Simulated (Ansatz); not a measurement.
**HfSi+ (sextet): the correlation ladder, def2-QZVPP**

The task here is to estimate one member of a computed series from the others.

Method: def2-QZVPP, core rule «outside noble gas», up to 9 orbitals frozen; program: Ansatz 0.2.0, Gaussian basis.

The runs, in order: UHF; ROHF; CCSD(T) on UHF.

## The geometry

The geometry is a PBE0/def2-TZVP stationary point (not a proven minimum) of the parent state, kept for this charge and spin. No spin-orbit coupling is included. Elements past krypton take def2 core potentials.

2 atoms, charge 1, spin multiplicity 6.

Atoms are counted from 1 here; the program's logs count them from 0.

Bond lengths: Hf1–Si2 2.547 Å.

As a file:

```xyz
2

Hf    0.0000    0.0000    0.0000
Si    0.0000    0.0000    2.5470
```

The first run:

in.yaml

```yaml
crystal:
  periodic: [false, false, false]
  atoms:
    - {symbol: Hf, position_ang: [0.000000, 0.000000, 0.000000]}
    - {symbol: Si, position_ang: [0.000000, 0.000000, 2.547000]}
basis:
  gaussian: {orbitals: "def2-QZVPP.json"}
total_charge: 1
magnetization: {spin_polarized: true, initial_magnetization: 5}
hamiltonian: {xc: hf}
output: {orbitals: {seedname: orbitals}}
```

Run with:

```
ansatz run in.yaml --threads 1 --pin off --events-out ev --progress --plain --max-ram 4096MiB --backend cpu
```

Steps of the session up to this table: UHF; ROHF; CCSD(T) on UHF.

One of the session's tables, all rows but one given; the rest of the session is left out.

It belongs to the step «Misses and costs». 

| method | from UCCSD(T) (meV) |
| --- | --- |
| ROHF | +3751.2 |
| UHF | +3622.0 |
| UMP2 | ? |
| UCCSD | +224.4 |
| UCCSD(T) | 0 |

**Question.** Estimate the row for UMP2.

The run gave: from UCCSD(T) (meV): +705.4. In the column «from UCCSD(T) (meV)» it lies between UCCSD (+224.4) and UHF (+3622.0).
